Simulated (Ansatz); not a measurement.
# GaH5O: the cost of one run

Program: Ansatz 0.2.0, Gaussian basis. Level of theory: PBE0-D4/def2-SVP. These are calculated values, not measurements.

1 further run of the same task is left out (it didn't finish).

## (1) Where the work starts

The start, a first-order saddle point found at PBE0-D4 in triple zeta: 7 atoms, charge 0, spin multiplicity 1.

Atoms are counted from 1 here; the program's logs count them from 0.

Bond lengths: Ga1–H2 1.832 Å, Ga1–H3 1.559 Å, Ga1–H4 1.553 Å, Ga1–H5 1.833 Å, Ga1–O6 1.968 Å, O6–H7 0.962 Å. Angles: H2–Ga1–H3 107.5°, H2–Ga1–H4 108.4°, H2–Ga1–H5 31.5°, H2–Ga1–O6 71.6°, H3–Ga1–H4 130.7°, H3–Ga1–H5 112.6°, H3–Ga1–O6 111.5°, H4–Ga1–H5 115.7°, H4–Ga1–O6 111.3°, H5–Ga1–O6 40.1°, Ga1–O6–H7 114.5°.

Coordinates:

| atom | x (Å) | y (Å) | z (Å) |
| --- | --- | --- | --- |
| Ga1 | -0.55645 | 0.33879 | -0.47466 |
| H2 | 0.57358 | -1.06029 | -0.82298 |
| H3 | 0.11271 | 1.63128 | -1.03465 |
| H4 | -2.01862 | -0.17376 | -0.58571 |
| H5 | 0.66691 | -0.87457 | 0.14971 |
| O6 | 0.27168 | -0.22845 | 1.21814 |
| H7 | 0.95020 | 0.36679 | 1.55015 |

## (2) The run

Contents of md/in.yaml:

```yaml
crystal:
  periodic: [false, false, false]
  atoms:
    - {symbol: Ga, position_ang: [-0.556450, 0.338785, -0.474662]}
    - {symbol: H, position_ang: [0.573580, -1.060288, -0.822983]}
    - {symbol: H, position_ang: [0.112710, 1.631279, -1.034645]}
    - {symbol: H, position_ang: [-2.018624, -0.173760, -0.585707]}
    - {symbol: H, position_ang: [0.666912, -0.874565, 0.149709]}
    - {symbol: O, position_ang: [0.271677, -0.228447, 1.218136]}
    - {symbol: H, position_ang: [0.950195, 0.366795, 1.550152]}
basis:
  gaussian: {orbitals: def2-SVP}
hamiltonian: {xc: pbe0, dispersion: d4}
md: {n_steps: 30, timestep: 1.0, temperature: 300, ensemble: nvt_langevin, seed: 726, friction: 0.05, initial_velocities: maxwell_boltzmann}
```

Launch:

```sh
ansatz run in.yaml --threads 2 --pin off --events-out ev --progress --plain --max-ram 4352MiB
```

**Question.** How long does this run take on 2 threads of Arm Neoverse V1, shared host?

About 35 s.
